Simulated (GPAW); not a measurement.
Runs of GPAW 26.7.0 on PtSe. It takes space group P-6m2 (No. 187, hexagonal). The conventional cell has a = 3.702 Å, b = 3.702 Å, c = 3.613 Å, α = 90.00°, β = 90.00°, γ = 120.00°. Pt (site symmetry -6m2) has 6 Se at 2.80 Å as nearest neighbours. Se (site symmetry -6m2) is surrounded by 6 Pt at 2.80 Å. The cell comes from a database or a generator and needn't be the stable form of this composition.

```csv
task,level,potentials or basis,k mesh,cutoff (eV),smearing,maxiter,mixer,data set,fermi k mesh,eigensolver,other keys,mesh quality,gap on the mesh (eV),pressure (GPa)
single point,r2SCAN,"GPAW PAW data sets (gpaw-data 1.2.1), pw",8 × 8 × 7,600,fermi-dirac 0.05 eV,150,-,-,-,-,-,not flagged,none,-13.2
electron localisation function,PBE,"GPAW PAW data sets (gpaw-data 1.2.1), other valence, pw",5 × 5 × 5,510,fermi-dirac 0.01 eV,150,pulay beta=0.25 nmaxold=5 weight=1.0,Pt 10,-,-,-,coarse,none,-11.6
Fermi surface,PBE+D3(BJ),"GPAW PAW data sets (gpaw-data 1.2.1), other valence, pw",5 × 5 × 5,510,fermi-dirac 0.01 eV,75,pulay beta=0.25 nmaxold=5 weight=1.0,Pt 10,8 × 8 × 8,-,"several, not listed",coarse,none,(b)
single point,RPBE,"the program's PAW data sets (release 1.2.1) made for this functional, pw",8 × 8 × 7,600,fermi-dirac 0.05 eV,150,-,-,-,-,-,not flagged,none,-9.0
single point,BLYP,"PAW data sets generated in the run's folder for this functional, pw",8 × 8 × 7,600,fermi-dirac 0.05 eV,150,-,-,-,davidson,-,not flagged,none,-4.5
single point,PW91,"PAW data sets generated in the run's folder for this functional, pw",8 × 8 × 7,600,fermi-dirac 0.05 eV,150,-,-,-,-,-,not flagged,none,(a)
single point,vdW-DF2,"GPAW PAW data sets (gpaw-data 1.2.1), pw",8 × 8 × 7,600,fermi-dirac 0.05 eV,150,-,-,-,-,-,not flagged,none,-
single point,TB-mBJ,"GPAW PAW data sets for LDA (gpaw-data 1.2.1), pw",8 × 8 × 7,600,fermi-dirac 0.05 eV,150,-,-,-,-,-,not flagged,none,-
```

Alike in all rows: no spin polarisation; cell as given.

Q: Estimate the missing entries.

A: (a) -11.2; (b) -15.3.

Caveats: some runs use coarse meshes; the PAW data sets were made with another functional, which shifts forces and pressure a little (some runs); the cutoff is short for stress and forces, so pressures can be off by a GPa or more (some runs); so large a pressure means that the cell lies far from this level's equilibrium, or that cutoff or potentials fall short (some runs); pairwise dispersion overbinds metals, which lowers pressure and volume (some runs); a model potential gives levels but no total energy (some runs).

A k mesh can miss the band edges, and the runs leave out spin-orbit coupling on Pt, Se.

A gap of «none» marks a metal or a gap under the smearing width.

The runs don't all hold the same shells in valence.
